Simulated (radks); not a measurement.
**Xe in [Xe]: an all-electron calculation**

The task here is to estimate one member of a computed series from the others.

The numbers are computed with radks (a radial shooting solver on a logarithmic mesh, Libxc functionals) version 1 (scalar-relativistic Kohn-Sham, AM05, spin-unpolarised, spherical densities, finite nucleus), except any that are marked as measured or tabulated.

## Starting point

| Quantity | Value |
| --- | --- |
| element | xenon (Z = 54) |
| charge | 0 |
| electrons | 54 |
| configuration | [Xe] |
| nuclear rms radius | 4.7859 fm |

Outer shells as boxes (Hund's rule):

Xe
```
[Kr] core
4d [↑↓][↑↓][↑↓][↑↓][↑↓]
5s [↑↓]
5p [↑↓][↑↓][↑↓]
```

Set-up of the first run:

The run's settings:

```text
Z 54
configuration [Xe]
relativity scalar-relativistic
functional am05,am05
spin unpolarised
nucleus finite rms 4.7859 fm
c 137.035999084
```

Run with:

```bash
python run_ks.py task.json out
```

This one command runs every case of the session in turn.

One of the session's tables, all rows but one given; the rest of the session is left out.

It belongs to the step «Orbitals and density». Sizes of the orbitals, from the radial functions (bohr):

```
level      <r>  outermost maximum (interpolated)  90 % within  nodes
   1s  0.02668                            0.0172       0.0480      0
   2s        ?                                 ?            ?      ?
   2p   0.1004                            0.0778        0.163      0
   3s   0.3068                             0.279        0.451      2
   3p   0.3047                             0.273        0.457      1
   3d   0.2810                             0.226        0.441      0
   4s   0.7170                             0.661         1.03      3
   4p   0.7652                             0.693         1.12      2
   4d   0.8773                             0.749         1.33      1
   5s    1.859                              1.62         2.71      4
   5p    2.307                              1.91         3.47      3
```

Q: Estimate the row for 2s from the others.

The run gave: <r>: 0.1147; outermost maximum (interpolated): 0.0970; 90 % within: 0.177; nodes: 1. In the column «<r>» it lies between 2p (0.1004) and 3d (0.2810).
